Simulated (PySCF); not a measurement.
# One shape, several levels: SiBr2 (SMILES Br[Si]Br)

Wanted: a comparison of 6 runs (HF/STO-3G, HF/3-21G, HF/6-31G*, HF/def2-SVP, PBE0/def2-SVP, M06-2X/6-311G**) of SiBr2. The job is set up through a Python script.

The calculation is run with PySCF 2.14.0.

### Step 1. The structure to begin with

SiBr2 has 3 atoms, charge 0, and is taken as a singlet. SMILES: `Br[Si]Br`. The shape is that of a PBE0-D4/def2-TZVP optimisation.

Bond lengths: Br1–Si2 2.249 Å, Si2–Br3 2.249 Å. Angles: Br1–Si2–Br3 101.9°.

### Step 2. Energy and forces at HF/STO-3G (run 1)

Input file start.xyz:

```xyz
3
Br2Si
Br     0.975100     1.342100     0.670900
Si    -0.770000     0.385700    -0.376400
Br    -0.216000    -1.792600    -0.307800
```

Input file input.py:

```python
# Br[Si]Br
import pyscf.grad
from pyscf import gto

mol = gto.M(
    atom='start.xyz',
    verbose=4,
    basis='sto-3g',
    max_memory=1860,
    spin=0,
)

myscf = mol.RHF()
myscf.conv_tol = 1e-10
myscf.kernel()
if not myscf.converged:
    myscf = myscf.newton().run(myscf.mo_coeff, myscf.mo_occ)

etot = myscf.e_tot
print(f'total energy: {etot:.8f} hartree')
grad = myscf.Gradients().kernel()
myscf.analyze()
```

Launch:

```bash
$ OMP_NUM_THREADS=1 python input.py
```

Standard output:

```text
PySCF version 2.14.0

[... 67 lines left out ...]
Total Energy =                       -5374.996007241977168
[... 11 lines left out ...]
MO #5   energy= -63.1543138975656  occ= 2
[... 9 lines left out ...]
MO #15  energy= -6.85712351005839  occ= 2
[... 9 lines left out ...]
MO #25  energy= -2.21212990726463  occ= 2
[... 9 lines left out ...]
MO #35  energy= -0.846454171555229 occ= 2
[... 9 lines left out ...]
MO #45  energy= 0.33663517161798   occ= 0
[... 51 lines left out ...]
Dipole moment(X, Y, Z, Debye): -2.04616,  1.08716, -0.99316
```

It took 2.7 s on 1 thread of Intel Xeon at 2.70GHz, shared host; peak memory 0.12 GiB.

### Step 3. Energy and gradient at HF/3-21G (run 2)

Input file input.py:

```python
# Br[Si]Br
from pyscf import gto

mol = gto.M(
    atom=[
    ('Br', (0.975100, 1.342100, 0.670900)),
    ('Si', (-0.770000, 0.385700, -0.376400)),
    ('Br', (-0.216000, -1.792600, -0.307800)),
],
    verbose=3,
    max_memory=1860,
    basis='3-21g',
    charge=0,
)

mf = mol.RHF()
mf.conv_tol = 1e-10
mf.kernel()
if not mf.converged:
    mf = mf.newton().run(mf.mo_coeff, mf.mo_occ)

e_tot = mf.e_tot
print(f'total energy: {e_tot:.8f} hartree')
grad = mf.nuc_grad_method().kernel()
mf.analyze()
```

Launch:

```bash
$ OMP_NUM_THREADS=1 python input.py
```

Standard output:

```text
converged SCF energy = -5407.53542207088
[... 14 lines left out ...]
MO #7   energy= -57.9792609963131  occ= 2
[... 9 lines left out ...]
MO #17  energy= -7.36146946294248  occ= 2
[... 9 lines left out ...]
MO #27  energy= -3.09410675812174  occ= 2
[... 9 lines left out ...]
MO #37  energy= -0.495487768443086 occ= 2
[... 9 lines left out ...]
MO #47  energy= 0.451635820478533  occ= 0
[... 9 lines left out ...]
MO #57  energy= 1.04492889369244   occ= 0
[... 4 lines left out ...]
Dipole moment(X, Y, Z, Debye): -1.47938,  0.78590, -0.71807
```

Wall time 2.3 s (1 thread of Intel Xeon at 2.70GHz, shared host); peak memory 0.13 GiB.

### Step 4. Energy and forces at HF/6-31G(d) (spherical functions) (run 3)

Input file run.py:

```python
# Br[Si]Br
from pyscf import gto

mol = gto.M(
    atom='''
Br       0.975100       1.342100       0.670900
Si      -0.770000       0.385700      -0.376400
Br      -0.216000      -1.792600      -0.307800
''',
    max_memory=1860,
    verbose=3,
    basis='6-31g*',
    spin=0,
)

calc0 = mol.RHF()
calc0.conv_tol = 1e-10
calc0.kernel()
if not calc0.converged:
    calc0 = calc0.newton().run(calc0.mo_coeff, calc0.mo_occ)

e_tot = calc0.e_tot
print(f'total energy: {e_tot:.8f} hartree')
grad = calc0.nuc_grad_method().kernel()
dip = calc0.dip_moment()
pop, q = calc0.mulliken_pop()
```

Launch:

```bash
$ OMP_NUM_THREADS=1 python run.py
```

Standard output:

```text
converged SCF energy = -5433.18024903715
total energy: -5433.18024904 hartree
[... 6 lines left out ...]
Dipole moment(X, Y, Z, Debye): -1.21227,  0.64385, -0.58844
[... 86 lines left out ...]
charge of    2Br =     -0.33585
```

It took 19 s on 1 thread of Intel Xeon at 2.70GHz, shared host; peak memory 0.16 GiB.

Runs 4 to 5 aren't shown in full; the table further down has their settings and results.

### Step 5. Energy and gradient at M06-2X/6-311G(d,p) (run 6)

start.xyz is that of step 2.

Input file job.py:

```python
from pyscf import gto, dft

molecule = gto.M(
    atom='start.xyz',
    max_memory=1860,
    spin=0,
    charge=0,
    basis='6-311g**',
    verbose=3,
)

mf = dft.RKS(molecule, xc='m06-2x')
mf.conv_tol = 1e-10
mf.grids.level = 5
mf.kernel()
if not mf.converged:
    mf = mf.newton().run(mf.mo_coeff, mf.mo_occ)

etot = mf.e_tot
print('E = %.10f Eh' % etot)
grad = mf.nuc_grad_method().kernel()
mf.analyze()
```

Launch:

```bash
$ OMP_NUM_THREADS=1 python job.py
```

Standard output:

```text
converged SCF energy = -5437.87788911357
[... 21 lines left out ...]
MO #14  energy= -6.84699636848285  occ= 2
[... 19 lines left out ...]
MO #34  energy= -0.892239735612578 occ= 2
[... 19 lines left out ...]
MO #54  energy= 0.340418317967087  occ= 0
[... 19 lines left out ...]
MO #74  energy= 1.19638158745746   occ= 0
[... 19 lines left out ...]
MO #94  energy= 6.62448815334173   occ= 0
[... 19 lines left out ...]
MO #114 energy= 1020.70991734554   occ= 0
[... 4 lines left out ...]
Dipole moment(X, Y, Z, Debye): -1.17031,  0.62145, -0.56802
```

Run time: 47 s. Hardware: 1 thread of Intel Xeon at 2.70GHz, shared host; peak memory 1.1 GiB.

### Step 6. Overview of the runs

| run | level | integration grid | energy (Eh) | dipole moment (D) | HOMO energy (eV) | LUMO energy (eV) | wall time |
| --- | --- | --- | --- | --- | --- | --- | --- |
| 1 | HF/STO-3G | – | -5374.996007 | 2.52 | -6.99 | 4.14 | 2.7 s |
| 2 | HF/3-21G | – | -5407.535422 | 1.82 | -9.83 | -0.46 | 2.3 s |
| 3 | HF/6-31G* (spherical functions) | – | -5433.180249 | 1.49 | -9.97 | -0.19 | 19 s |
| 4 | HF/def2-SVP | – | -5433.102593 | 1.21 | -9.83 | 0.03 | 7.2 s |
| 5 | PBE0/def2-SVP | 5 | -5436.432148 | 0.83 | -7.50 | -3.07 | 28 s |
| 6 | M06-2X/6-311G** | 5 | -5437.877889 | 1.44 | -8.65 | -2.49 | 47 s |

### Step 7. Outcome

| quantity | value |
| --- | --- |
| run 6: total energy | -5437.87789 Eh |
| run 6: dipole moment | 1.44 D |
| run 6: HOMO energy | -8.65 eV |
| run 6: LUMO energy | -2.49 eV |
| run 6: HOMO–LUMO gap | 6.16 eV |
| run 6: largest force on an atom | 0.223 eV/Å |

What this shows: The dipole moment (its size) runs from 0.83 D (PBE0/def2-SVP) to 2.52 D (HF/STO-3G). The two ends differ in method and basis. The HOMO–LUMO gap runs from 4.42 eV (PBE0/def2-SVP) to 11.13 eV (HF/STO-3G). Totals of different functionals can't be ranked against each other. In run 1 the basis is minimal, so the values are rough. All runs together took 1.8 min, the longest 47 s.
